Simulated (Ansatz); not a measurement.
**BGeH₅+ (doublet): wave-function methods side by side, cc-pVTZ**

Aim: climb from Hartree-Fock through coupled cluster for BGeH₅+ (doublet) at one geometry and basis, and see what each rung misses.

Method: cc-pVTZ, core rule «outside noble gas», up to 15 orbitals frozen; program: Ansatz 0.2.0, Gaussian basis.

Plan: UHF; CCSD(T) on ROHF; CCSD(T) on UHF; BCCD(T) on ROHF; CCSDT(Q) on ROHF; CCSDT(Q) on UHF.

4 further runs of the same task are left out: 4 set aside as unsound or not needed.

### Step 1. The geometry

The geometry is a PBE0/def2-TZVP stationary point (not a proven minimum) of the parent state, kept for this charge and spin. No spin-orbit coupling is included. The filled d shell of Ge may be among the frozen orbitals whatever the setting's name suggests; the logs give the count.

7 atoms, charge 1, spin multiplicity 2.

Atoms are counted from 1 here; the program's logs count them from 0.

Bond lengths: Ge1–B2 2.205 Å, Ge1–H3 1.535 Å, Ge1–H4 1.535 Å, Ge1–H5 1.537 Å, B2–H6 1.202 Å, B2–H7 1.202 Å. Angles: B2–Ge1–H3 104.9°, B2–Ge1–H4 104.9°, B2–Ge1–H5 109.6°, H3–Ge1–H4 113.2°, H3–Ge1–H5 111.8°, H4–Ge1–H5 111.8°, Ge1–B2–H6 91.6°, Ge1–B2–H7 91.6°, H6–B2–H7 131.7°.

### Step 2. UHF

in.yaml

```yaml
crystal:
  periodic: [false, false, false]
  atoms:
    - {symbol: Ge, position_ang: [-0.009150, 0.000000, 0.305594]}
    - {symbol: B, position_ang: [0.133797, 0.000000, -1.895159]}
    - {symbol: H, position_ang: [0.709968, -1.282092, 0.749236]}
    - {symbol: H, position_ang: [0.709968, 1.282092, 0.749236]}
    - {symbol: H, position_ang: [-1.487565, 0.000000, 0.727212]}
    - {symbol: H, position_ang: [-0.354021, -1.096997, -1.961000]}
    - {symbol: H, position_ang: [-0.354021, 1.096997, -1.961000]}
basis:
  gaussian: {orbitals: cc-pVTZ}
total_charge: 1
magnetization: {spin_polarized: true, initial_magnetization: 1}
hamiltonian: {xc: hf}
output: {orbitals: {seedname: orbitals}}
```

Run with:

```
$ ansatz run in.yaml --threads 1 --pin off --events-out ev --progress --plain --max-ram 4096MiB --backend cpu
```

Further steps of the session: CCSD(T) on ROHF; CCSD(T) on UHF; BCCD(T) on ROHF; CCSDT(Q) on ROHF; CCSDT(Q) on UHF.

**Question.** What will the summary of the whole plan be? Wanted: UCCSDT(Q) below the RHF energy; RMP2 from UCCSDT(Q); UMP2 from UCCSDT(Q); RCCSD from UCCSDT(Q); RCCSD(T) from UCCSDT(Q); UCCSD(T) from UCCSDT(Q); RCCSDT(Q) from UCCSDT(Q); T1 diagnostic.

The runs gave:

| quantity | value |
| --- | --- |
| UCCSDT(Q) below the RHF energy | -6.8206 eV |
| RMP2 from UCCSDT(Q) | +31.13 kcal/mol |
| UMP2 from UCCSDT(Q) | +31.13 kcal/mol |
| RCCSD from UCCSDT(Q) | +4.90 kcal/mol |
| RCCSD(T) from UCCSDT(Q) | +0.94 kcal/mol |
| UCCSD(T) from UCCSDT(Q) | +0.91 kcal/mol |
| RCCSDT(Q) from UCCSDT(Q) | +0.05 kcal/mol |
| levels within 1 kcal/mol (43 meV) | RCCSD(T), UCCSD(T), BCCD(T), RCCSDT, UCCSDT, RCCSDT(Q) |
| T1 diagnostic | 0.022 |

**Reading.** RCCSD(T) lands +0.94 kcal/mol from the yardstick (0.6 % of the correlation energy). These misses are within one basis, not against nature; the frozen cores of restricted and unrestricted runs differ, which can shift their rows.
